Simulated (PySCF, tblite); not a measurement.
# C₅H₅FN radical: geometry, infrared bands and EPR parameters

Aim: predict the infrared bands and EPR parameters of C₅H₅FN radical (`C=[C]/C=N/C(=C)F`).

Programs: tblite 0.8.0 and PySCF 2.14.0, with density-fitted response routines of our own. Each step states its level of theory. These are calculated values for one molecule in the gas phase, unless marked as measured. Atoms are numbered from 0 throughout.

## Step 1: The molecule as given

12 atoms, charge 0, multiplicity 2; geometry from: force field or distance geometry start.

Bonds of the start (Å): C0–C1 1.31, C1–C2 1.42, C2–N3 1.28, N3–C4 1.36, C4–C5 1.33, C4–F6 1.36, C0–H7 1.08, C0–H8 1.08, C2–H9 1.10, C5–H10 1.08, C5–H11 1.09.

## Step 2: Relaxing the molecule with GFN2-xTB

Job settings and geometry (Å):

```
{"job": {"kind": "relax", "xc": "GFN2-xTB", "basis": "xTB"}, "charge": 0, "multiplicity": 2}
C      2.844000    -0.925800    -0.784200
C      1.759700    -0.207200    -0.600400
C      0.582500     0.558900    -0.369400
N     -0.381200    -0.148800     0.086100
C     -1.547000     0.510300     0.334900
C     -2.631100    -0.100900     0.810000
F     -1.628600     1.838300     0.061400
H      3.745700    -0.468200    -1.171500
H      2.840700    -1.985300    -0.550700
H      0.568800     1.638300    -0.603800
H     -3.541800     0.452600     0.986400
H     -2.610500    -1.162800     1.039800
```

Started as:

```bash
OMP_NUM_THREADS=1 python probes_run.py task.json out
```

One launch serves the whole session: the jobs run in the order shown.

Log:

```text
step      E/eV     max force
  0    -563.99423    2.321
  1    -564.10130    0.817
  2    -564.12275    1.032
  3    -564.13946    0.378
  4    -564.15417    0.389
  5    -564.16499    0.389
  6    -564.17659    0.258
  7    -564.18160    0.190
  8    -564.18678    0.272
  9    -564.19758    0.480
 10    -564.21090    0.623
 11    -564.24089    0.721
 12    -564.30543    0.838
 13    -564.40446    0.895
 14    -564.58519    1.281
 15    -564.75286    1.440
 16    -564.83689    0.910
 17    -564.91456    1.427
 18    -564.99546    0.572
 19    -565.01912    0.372
 20    -565.03584    0.374
 21    -565.05131    0.321
 22    -565.06786    0.386
 23    -565.08189    0.326
 24    -565.09512    0.323
 25    -565.11348    0.318
 26    -565.13858    0.406
 27    -565.16016    0.449
 28    -565.17586    0.324
 29    -565.18550    0.250
 30    -565.19156    0.366
 31    -565.19937    0.278
 32    -565.21631    0.191
 33    -565.22000    0.185
 34    -565.22384    0.186
 35    -565.22688    0.154
 36    -565.23115    0.153
 37    -565.23595    0.245
 38    -565.24226    0.324
 39    -565.24915    0.342
 40    -565.25601    0.258
 41    -565.26279    0.219
 42    -565.26644    0.196
 43    -565.26983    0.125
 44    -565.27251    0.112
 45    -565.27397    0.077
 46    -565.27471    0.052
 47    -565.27522    0.055
 48    -565.27566    0.052
 49    -565.27597    0.045
 50    -565.27621    0.049
 51    -565.27649    0.046
 52    -565.27673    0.044
 53    -565.27687    0.030
 54    -565.27694    0.020
 55    -565.27698    0.015
 56    -565.27701    0.015
 57    -565.27703    0.012
 58    -565.27704    0.007
```

Run time: 0.28 s. Hardware: 1 thread of Arm Neoverse V1, shared host.

Along the way: (not every step is listed)

```tsv
step	energy from step 0 (eV)	largest force (eV/Å)
0	0.0000	2.3212
1	-0.1071	0.8166
2	-0.1285	1.0321
3	-0.1452	0.3782
4	-0.1599	0.3893
5	-0.1708	0.3890
6	-0.1824	0.2583
7	-0.1874	0.1896
8	-0.1925	0.2720
12	-0.3112	0.8379
16	-0.8427	0.9103
20	-1.0416	0.3737
24	-1.1009	0.3229
28	-1.1816	0.3241
32	-1.2221	0.1910
36	-1.2369	0.1532
40	-1.2618	0.2578
44	-1.2783	0.1122
48	-1.2814	0.0524
52	-1.2825	0.0442
53	-1.2826	0.0297
54	-1.2827	0.0197
55	-1.2827	0.0150
56	-1.2828	0.0153
57	-1.2828	0.0121
58	-1.2828	0.0071
```

Close pairs (by a distance rule), those that changed most:

```tsv
bond	before (Å)	after (Å)	change (Å)
C1–C2	1.423	1.333	-0.090
C2–N3	1.279	1.337	+0.057
N3–C4	1.362	1.311	-0.051
C0–C1	1.314	1.286	-0.028
C4–F6	1.358	1.380	+0.021
C4–C5	1.332	1.353	+0.021
C5–H11	1.087	1.072	-0.015
C2–H9	1.105	1.094	-0.010
```

The next job starts from the end point, and lists it.

## Step 3: Infrared spectrum with GFN2-xTB

Job settings and geometry (Å):

```
{"job": {"kind": "ir", "xc": "GFN2-xTB", "basis": "xTB"}, "charge": 0, "multiplicity": 2}
C      2.862290    -0.866250    -0.815088
C      1.786972    -0.228757    -0.515103
C      0.680430     0.455432    -0.224952
N     -0.462521    -0.166246     0.082048
C     -1.568200     0.489326     0.340284
C     -2.742200    -0.103098     0.660076
F     -1.564865     1.867836     0.284375
H      3.097413    -1.150781    -1.830883
H      3.588080    -1.158383    -0.069879
H      0.737548     1.547973    -0.247355
H     -3.618801     0.484116     0.857418
H     -2.794948    -1.171854     0.717809
```

Log:

```text
mode    cm-1     km/mol
  1      81.0      0.02
  2     111.3      2.31
  3     161.7     11.55
  4     236.6      3.76
  5     284.1      4.57
  6     368.2      1.98
  7     484.8      0.82
  8     515.5      0.71
  9     588.4     26.10
 10     591.3      7.03
 11     599.9      0.39
 12     785.1     41.77
 13     816.9    130.77
 14     849.7     23.18
 15     852.8      8.26
 16     916.2      3.34
 17     958.3      5.43
 18    1088.8     22.18
 19    1213.3    206.94
 20    1292.6     10.08
 21    1321.7      2.60
 22    1373.8     18.86
 23    1387.9      0.10
 24    1536.5     38.39
 25    2005.2    361.26
 26    2900.8     36.49
 27    3037.2      1.93
 28    3043.2      2.62
 29    3144.5      3.36
 30    3197.3      8.04
```

It took 0.26 s on 1 thread of Arm Neoverse V1, shared host.

Which atoms move in the most intense modes:

```tsv
cm⁻¹	km/mol	atoms
588	26.1	C4 66 %, N3 14 %
785	41.8	H10 38 %, H11 37 %, C5 24 %
817	130.8	F6 47 %, C4 18 %, C5 13 %, H11 11 %
850	23.2	H8 38 %, H7 34 %, C0 20 %
1213	206.9	C4 32 %, N3 22 %, C2 16 %, H11 12 %
1536	38.4	C4 46 %, C5 34 %
2005	361.3	C1 67 %, C0 22 %
2901	36.5	H9 93 %
```

## Step 4: EPR parameters: B3LYP/pcH-1

Settings changed since step 3:

```diff
@@ -1,2 +1,2 @@
-{"job": {"kind": "ir", "xc": "GFN2-xTB", "basis": "xTB"}, "charge": 0, "multiplicity": 2}
+{"job": {"kind": "epr", "basis": "pcH-1"}, "charge": 0, "multiplicity": 2}
 C      2.862290    -0.866250    -0.815088
```

With the program's defaults for keys left out, this is: UKS B3LYP, pcH-1 on C F H N, non-relativistic, mean-field spin-orbit, GIAO.

Log:

```text
UKS, coarse grid
  cycle   1  E = -347.97176941  |g| = 4.22e-01
  cycle   2  E = -347.92285073  |g| = 5.91e-01
  cycle   3  E = -348.03967114  |g| = 6.32e-02
  cycle   4  E = -348.04125456  |g| = 4.06e-02
  cycle   5  E = -348.04207721  |g| = 1.81e-02
  cycle   6  E = -348.04228916  |g| = 6.14e-03
  cycle   7  E = -348.04234622  |g| = 4.31e-03
  cycle   8  E = -348.04236117  |g| = 1.89e-03
  cycle   9  E = -348.04236412  |g| = 6.47e-04
UKS, final grid
  cycle   1  E = -348.04236121  |g| = 1.11e-03
  cycle   2  E = -348.04235973  |g| = 2.13e-03
  cycle   3  E = -348.04236187  |g| = 1.35e-04
  cycle   4  E = -348.04236189  |g| = 9.32e-05
  cycle   5  E = -348.04236192  |g| = 5.37e-05
  cycle   6  E = -348.04236192  |g| = 1.59e-05
E = -348.04236192 Eh   <S^2> = 0.7890 (exact 0.7500)
g shifts (ppm)      1          2          3
  rmc          -163       -163       -163
  gc             -5         33         37
  oz_so         -15        796       1791
  total        -184        665       1665
hyperfine (MHz)  atom isotope    a_iso     a_fc   dipolar eigenvalues
    0   13C     -28.25     -28.25     -7.30      2.23      5.07
    1   13C      34.20      34.20    -37.72    -28.13     65.85
    2   13C     -36.18     -36.18    -20.50      7.71     12.78
    3   14N      17.90      17.90    -19.35    -18.97     38.32
    4   13C     -50.25     -50.25    -29.38     12.15     17.23
    5   13C      45.03      45.03    -44.55    -43.19     87.74
    6   19F     -36.14     -36.14    -61.43     26.30     35.14
    7    1H      81.66      81.66     -2.38     -1.65      4.03
    8    1H      81.19      81.19     -2.38     -1.66      4.04
    9    1H       9.20       9.20     -3.87     -0.21      4.08
   10    1H     -36.07     -36.07    -21.53     -0.61     22.15
   11    1H     -34.94     -34.94    -18.67     -1.52     20.19
```

Wall time 41 s (1 thread of Arm Neoverse V1, shared host); peak memory 0.77 GiB.

Principal g values 2.00214, 2.00298, 2.00398; g(iso) = 2.00303, against 2.00232 for a free electron.

Hyperfine couplings; where a row names several nuclei, a(iso) is their mean (it holds for fast rotation or exchange) and the dipolar term the largest among them:

```tsv
nuclei	isotope	a(iso) (MHz)	a(iso) (G, at g = 2.0023)	largest dipolar term (MHz)
H7, H8	1H	81.4	29.1	4.0
C4	13C	-50.2	-17.9	-29.4
C5	13C	45.0	16.1	87.7
C2	13C	-36.2	-12.9	-20.5
F6	19F	-36.1	-12.9	-61.4
H10	1H	-36.1	-12.9	22.1
H11	1H	-34.9	-12.5	20.2
C1	13C	34.2	12.2	65.8
C0	13C	-28.3	-10.1	-7.3
N3	14N	17.9	6.4	38.3
H9	1H	9.2	3.3	4.1
```

Mulliken spin populations:

```tsv
atom	value (e)
C0	-0.08
C1	0.44
C2	-0.17
N3	0.40
C4	-0.19
C5	0.58
F6	-0.01
H7	0.03
H8	0.03
H9	0.00
H10	-0.03
H11	-0.02
```

In first order the couplings over 0.8 MHz of 1H, 19F, 14N give 144 distinct lines over 112.4 G, if the averaged nuclei exchange fast; the same motion can average rows kept apart here too.

Orbitals, density, ELF and potential are computed afterwards from the orbital file.

ELF in a plane through or near 10 of the atoms.

Ten even steps from ' ' (0.00) to '@' (1.00):
```
                                                        
                                                        
                                                        
                                    ::++--              
                                    @@@@@@**            
            ..::--==::    ..==::  ..@@@@@@%%            
            ::==++**==    ==%%##..  @@@@@@##            
          ::++++**%%**..  **@@@@--  ##%%%%++--::        
        ..==**::##@@**::  **%%%%++..**==..%%@@@@==      
        ..++--%%**##--**--**==--##--@@==--@@@@@@##      
        ..--****@@==::%%::--######====++==@@@@@@**      
        ..--**##%%####**::::==::--++++..  ::%%##..      
          ::++**##++::++@@@@--  --####**..              
          ..--++--..  ##@@@@--  ####**%%++              
              ..      %%@@@@--  **%%%%##--              
                      **@@@@    --====--..              
                      ..====                            
                                                        
                                                        
                                                        
```
The map spans 12.7 Å across and 8.5 Å up, centred on the molecule. Atoms in the plane (x, y in Å): C0 (-3.1, 0.3), C1 (-1.9, -0.1), C2 (-0.6, -0.6), N3 (0.4, 0.2), C4 (1.7, -0.2), C5 (2.8, 0.6), F6 (1.9, -1.6), H9 (-0.5, -1.7), H10 (3.8, 0.2), H11 (2.7, 1.7).

log10 of the density (e/Å³) in the same plane.

Ten even steps from '0' (-4.0) to '9' (1.6):
```
0000000000000000000000000000
0000000000000000000000000000
0000000000000000001111000000
0000001111000000123332100000
0000112222211122234444210000
0001233343322333345665321000
0012345554433455446775432100
0013456665544566556776542100
0023467777655677667987653200
0023467977766798777877754200
0013456777878777797666643200
0012345666778766677655432100
0002334455667765688754321000
0001223444567755789753210000
0000012233456655677653100000
0000001112344444555542000000
0000000001223322344320000000
0000000000111111122100000000
0000000000000000000000000000
0000000000000000000000000000
```
The map spans 12.7 Å across and 8.5 Å up, centred on the molecule. Atoms in the plane (x, y in Å): C0 (-3.1, 0.3), C1 (-1.9, -0.1), C2 (-0.6, -0.6), N3 (0.4, 0.2), C4 (1.7, -0.2), C5 (2.8, 0.6), F6 (1.9, -1.6), H9 (-0.5, -1.7), H10 (3.8, 0.2), H11 (2.7, 1.7).

On the surface of density 0.002 e/bohr³ the electrostatic potential runs, from the 1st to the 99th percentile, from -1.40 V near N3 to 1.12 V near H8.

The spin density lies nearest to C1, C5 about 24 % each; N3 23 %; C2, C4 about 7 % each (beta excess).

## Step 5: What came out

| quantity | value |
| --- | --- |
| strongest single infrared mode (GFN2-xTB) | 2005 cm⁻¹, 361 km/mol |
| zero-point energy (GFN2-xTB) | 51.1 kcal/mol |
| g(iso) (B3LYP) | 2.00303 |
| ⟨S²⟩ | 0.789 (exact 0.75) |
| largest a(iso) (averaged by class) | 1H on H7, H8, 81.4 MHz |
| potential on the surface of density 0.002 e/bohr³, 1st and 99th percentile | -1.40 V and 1.12 V |

**Reading.** Relaxing lowered the energy by 1.283 eV in 58 steps; the close pair that moved most is C1–C2, from 1.423 to 1.333 Å. All 30 modes are real, so the xTB geometry is a minimum. The strongest single mode, at 2005 cm⁻¹, moves mainly C1. GFN2-xTB is a fitted tight-binding method: band positions and strengths are rough. Its intensities can rank the bands wrongly. The largest spin populations lie on C5 (0.58 e), C1 (0.44 e). The isotropic g lies 0.7 ppt above the free-electron value.
